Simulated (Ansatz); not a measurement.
# Ge: an axial (c/a) deformation path

An exercise on one series of results from a longer session: the logs are not shown, and one member is left open.

Method: DFT LDA, scalar-relativistic, plane waves, PAW, in Ansatz 0.2.0.

1 further run of the same task is left out (set aside as unsound or not needed).

## The starting structure

Symmetry: Cmcm, No. 63, orthorhombic system. Conventional cell: a = 2.976 Å, b = 5.189 Å, c = 4.728 Å, α = 90.00°, β = 90.00°, γ = 90.00°. Ge (site symmetry m2m) has 12 Ge at 2.92 to 2.99 Å as nearest neighbours.

As a file:

```cif
data_structure
_symmetry_space_group_name_H-M 'P 1'
_symmetry_Int_Tables_number 1
_cell_length_a 2.9911
_cell_length_b 2.9911
_cell_length_c 4.7276
_cell_angle_alpha 90.000
_cell_angle_beta 90.000
_cell_angle_gamma 120.332
_cell_volume 36.51
loop_
_atom_site_label
_atom_site_type_symbol
_atom_site_fract_x
_atom_site_fract_y
_atom_site_fract_z
_atom_site_occupancy
Ge1 Ge 0.66655 0.33345 0.25000 1
Ge2 Ge 0.33345 0.66655 0.75000 1
```

Source of the structure: the Materials Project (structure only).

Set-up of the first run:

Contents of input.yaml:

```yaml
crystal:
  lattice:
    - [1.488052925, -2.59468961, 0.0]
    - [1.488052925, 2.59468961, 0.0]
    - [0.0, 0.0, 4.72759579]
  atoms:
    - { symbol: Ge, position: [0.66655337, 0.33344663, 0.25] }
    - { symbol: Ge, position: [0.33344663, 0.66655337, 0.75] }
basis:
  ecutwfc: 420
kpoints:
  mp_grid: { grid: [8, 8, 4] }
hamiltonian:
  xc: lda
scf:
  occupations: { method: gaussian, width: 0.1 }
output:
  forces: true
  stress: true
  eigenvalues: true
```

Launch:

```
$ ansatz run input.yaml --threads 1 --pin off --max-ram 1228MiB --backend cpu --events-out ev --progress --plain --runs-dir out
```

Among the steps run: Quick check of gap, pressure and forces; The undisturbed cell; Point ρ = 0.850; At ρ = 1.200; Point ρ = 0.920; ρ = 1.100.

One table of the session follows, with a row left open; its other results are not shown here.

The scan, with free energies counted from the undisturbed cell:

| ρ | ΔE (meV/atom) | pressure (GPa) |
| --- | --- | --- |
| 0.850 | 40.9 | 0.2 |
| 0.920 | ? | ? |
| 1.000 | 0.0 | -1.3 |
| 1.100 | -1.6 | -1.0 |
| 1.200 | 27.5 | 0.1 |

Q: Estimate the row for ρ = 0.920 from the others.

Worked estimate for «ΔE (meV/atom)». A straight line through the neighbours (0.850, 40.9) and (1.000, 0.0) gives 40.9 + (0.0 − 40.9) × (0.920 − 0.850) / (1.000 − 0.850) = 21.8; a parabola fitted to 3 rows on both sides gives 16.1.

As computed: ΔE (meV/atom): 22.1; pressure (GPa): -0.8. In «ΔE (meV/atom)» the line misses by -0.3 and the parabola by -6.0.
